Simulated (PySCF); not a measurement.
# MgI−: bond curves at several levels of theory

An exercise on one series of results from a longer session: the logs are not shown, and one member is left open.

Program: PySCF 2.14.0. Level of theory: Mg def2-SVPD, I def2-SVPD with ECP28, scalar-relativistic core potentials. These are calculated values, not measurements.

1 further run of the same task is left out (set aside as unsound or not needed).

Set-up of the first run:

The job is set up so:

- atoms: Mg, I
- charge: -1
- basis: Mg def2-SVPD, I def2-SVPD with ECP28
- Hamiltonian: scalar-relativistic core potentials
- basis functions: 56
- electrons treated: 38
- masses in u: 23.9850, 126.9045
- levels: PBE0, PBE, r²SCAN, LDA, BHandHLYP, B3LYP, HSE06, HF, MP2, SCS-MP2, CCSD, CCSD(T)
- grid: 80 radial by 434 angular points
- occupations: held fixed by the projection of orbital angular momentum
- dissociation limit: Mg + I−, each in its ground configuration
- starting distance in angstrom: 2.765
- values of 2S to try: 0, 2

Started as:

```
$ OMP_NUM_THREADS=1 python dia.py task.json out
```

Steps of the session up to this table: Set-up; First curve: PBE0; PBE; r²SCAN (meta-GGA); LDA; BHandHLYP; B3LYP (global hybrid GGA); HSE06 (range-separated hybrid); RHF (mean field); Correlated methods on the Hartree–Fock reference.

One of the session's tables, all rows but one given; the rest of the session is left out.

Energy (eV) from each level's lowest point:

| R (Å) | RHF | RHF-MP2 | RHF-SCS-MP2 | RHF-CCSD | RHF-CCSD(T) |
| --- | --- | --- | --- | --- | --- |
| 2.569 | 0.334 | 0.283 | 0.297 | n/a | n/a |
| 2.688 | 0.160 | 0.122 | 0.132 | 0.130 | 0.126 |
| 2.808 | 0.063 | 0.038 | 0.044 | 0.042 | 0.040 |
| 2.897 | 0.024 | 0.009 | 0.012 | 0.011 | 0.010 |
| 2.987 | ? | ? | ? | ? | ? |
| 3.077 | 0.000 | 0.006 | 0.003 | 0.004 | 0.005 |
| 3.196 | 0.009 | 0.028 | 0.022 | 0.023 | 0.027 |
| 3.345 | 0.035 | 0.070 | 0.060 | 0.062 | 0.069 |
| 3.525 | 0.076 | 0.130 | 0.115 | 0.118 | 0.128 |
| 3.764 | 0.135 | 0.212 | 0.192 | n/a | n/a |

Estimate the missing values for R (Å) = 2.987.

Worked estimate for «RHF». A straight line through the neighbours (2.897, 0.024) and (3.077, 0.000) gives 0.024 + (0.000 − 0.024) × (2.987 − 2.897) / (3.077 − 2.897) = 0.012; a parabola fitted to 4 rows on both sides gives 0.005.

As computed: RHF: 0.005; RHF-MP2: 0.000; RHF-SCS-MP2: 0.000; RHF-CCSD: 0.000; RHF-CCSD(T): 0.000. In «RHF» the line misses by +0.007 and the parabola by 0.000.
